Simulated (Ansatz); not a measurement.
# C₄H₅F₃O: small, medium and large basis sets

The task here is to estimate one member of a computed series from the others.

Method: one geometry, several basis sets; program: Ansatz 0.2.0, Gaussian basis.

Levels to be run: PBE0-D4/def2-SVP; ωB97M-V/def2-SVP; PBE0-D4/def2-QZVPP; ωB97M-V/def2-QZVPP; the functionals' def2-TZVPP values are taken from earlier runs.

### The geometry

The geometry comes from an earlier relaxation with PBE0-D4 in a triple-zeta def2 set; it is a stationary point, not always the lowest conformer.

SMILES `F[C@@H]1C[C@H](F)O[C@H]1F`, 13 atoms, charge 0, spin multiplicity 1.

Atoms are counted from 1 here; the program's logs count them from 0.

Bond lengths: F1–C2 1.370 Å, C2–C3 1.519 Å, C2–O8 1.397 Å, C2–H9 1.092 Å, C3–C4 1.513 Å, C3–H10 1.091 Å, C3–H11 1.088 Å, C4–F5 1.378 Å, C4–C6 1.522 Å, C4–H12 1.090 Å, C6–F7 1.378 Å, C6–O8 1.382 Å, C6–H13 1.091 Å. Angles: F1–C2–C3 110.7°, F1–C2–O8 108.4°, F1–C2–H9 106.7°, C3–C2–O8 106.5°, C3–C2–H9 115.4°, O8–C2–H9 109.0°, C2–C3–C4 102.7°, C2–C3–H10 109.9°, C2–C3–H11 112.2°, C4–C3–H10 109.6°, C4–C3–H11 112.9°, H10–C3–H11 109.4°, C3–C4–F5 110.9°, C3–C4–C6 101.5°, C3–C4–H12 114.8°, F5–C4–C6 108.9°, F5–C4–H12 108.5°, C6–C4–H12 111.9° and more.

The first run:

The input, in.yaml:

```yaml
crystal:
  periodic: [false, false, false]
  atoms:
    - {symbol: F, position_ang: [-1.609973, -1.527929, 0.524355]}
    - {symbol: C, position_ang: [-0.457743, -0.884523, 0.893073]}
    - {symbol: C, position_ang: [0.548906, -0.892065, -0.243821]}
    - {symbol: C, position_ang: [0.261862, 0.414237, -0.951724]}
    - {symbol: F, position_ang: [-0.780599, 0.272873, -1.841502]}
    - {symbol: C, position_ang: [-0.191556, 1.294075, 0.204516]}
    - {symbol: F, position_ang: [0.920628, 1.895233, 0.751878]}
    - {symbol: O, position_ang: [-0.762153, 0.456082, 1.143873]}
    - {symbol: H, position_ang: [-0.119837, -1.352258, 1.819799]}
    - {symbol: H, position_ang: [1.563433, -0.875636, 0.158349]}
    - {symbol: H, position_ang: [0.431305, -1.759255, -0.890904]}
    - {symbol: H, position_ang: [1.112510, 0.844835, -1.480957]}
    - {symbol: H, position_ang: [-0.896383, 2.079432, -0.071934]}
basis:
  gaussian: {orbitals: def2-SVP}
hamiltonian: {xc: pbe0, dispersion: d4}
output: {orbitals: {seedname: orbitals}}
```

Launch:

```
$ ansatz run in.yaml --threads 4 --pin off --events-out ev --progress --plain --max-ram 11315MiB
```

Steps of the session up to this table: PBE0-D4 in def2-SVP; ωB97M-V in def2-SVP; PBE0-D4 in def2-QZVPP; ωB97M-V in def2-QZVPP.

One table of the session follows, with a row left open; its other results are not shown here.

It belongs to the step «Functionals by basis». 

| functional | basis | HOMO (eV) | LUMO (eV) |
| --- | --- | --- | --- |
| PBE0-D4 | def2-SVP | -9.28 | 1.58 |
| PBE0-D4 | def2-TZVPP | -9.39 | 1.13 |
| PBE0-D4 | def2-QZVPP | -9.44 | 0.66 |
| ωB97M-V | def2-SVP | -11.66 | 3.32 |
| ωB97M-V | def2-TZVPP | -11.80 | 2.60 |
| ωB97M-V | def2-QZVPP | ? | ? |

**Question.** Estimate the row for ωB97M-V, def2-QZVPP.

The run gave: HOMO (eV): -11.84; LUMO (eV): 1.81. In the column «HOMO (eV)» it is the lowest.
